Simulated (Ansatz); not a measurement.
# HfB2: the cost of one run

Computed with Ansatz 0.2.0 (DFT PBEsol, scalar-relativistic, unless a step's input says otherwise).

## Step 1: The structure to begin with

The structure is hexagonal, space group P6/mmm (No. 191). Conventional cell: a = 3.140 Å, b = 3.140 Å, c = 3.480 Å, α = 90.00°, β = 90.00°, γ = 120.00°. Hf (site symmetry 6/mmm) is surrounded by 12 B at 2.51 Å. Around B (site symmetry -6m2) lie 3 B at 1.81 Å and 6 Hf at 2.51 Å.

Coordinates:

```xyz
3
Lattice="3.1400 0.0000 0.0000 -1.5700 2.7193 0.0000 0.0000 0.0000 3.4800" Properties=species:S:1:pos:R:3 pbc="T T T"
Hf    0.0000    0.0000    0.0000
B     0.0000    1.8129    1.7400
B     1.5700    0.9064    1.7400
```

Atoms are numbered in the order of the input: Hf1, B2, B3.

## Step 2: The deformed structure

Space group P6/mmm before, P-1 after.

## Step 3: LAPW, all electrons

The input, input.yaml:

```yaml
crystal:
  lattice:
    - [3.1400001005, -0.0157000005, -0.0157000005]
    - [-1.5835966496, 2.7271698552, -0.005746599]
    - [-0.0174, -0.0174, 3.48]
  atoms:
    - { symbol: Hf, position: [0.0, 0.0, 0.0] }
    - { symbol: B, position: [0.3333333333, 0.6666666667, 0.5] }
    - { symbol: B, position: [0.6666666667, 0.3333333333, 0.5] }
kpoints:
  mp_grid: { grid: [13, 13, 11] }
  band_path:
    path:
      - [0.0, 0.0, 0.0]
      - [0.0, 0.0, 0.5]
      - [-0.5, 0.5, 0.0]
      - [0.0, 0.0, 0.0]
      - [0.0, -0.5, 0.0]
      - [-0.5, 0.0, 0.5]
      - [0.0, 0.0, 0.0]
      - [-0.5, 0.0, 0.0]
      - [0.0, -0.5, 0.5]
    npoints: 5
scf:
  occupations: { method: fermi_dirac, width: 0.05 }
hamiltonian:
  xc: pbesol
  pseudopotentials: { kind: all_electron, lapw: { basis_error: 0.0005 } }
output:
  forces: true
  stress: true
  eigenvalues: true
```

On the command line:

```bash
ansatz run input.yaml --threads 1 --pin off --max-ram 6144MiB --backend cpu --events-out ev --progress --plain --runs-dir out
```

**Question.** How long does this run take on 1 thread of Intel Xeon 6975P-C (Granite Rapids), shared host, and how much memory does it need?

About 2.1 min, with a peak of 2.7 GiB.
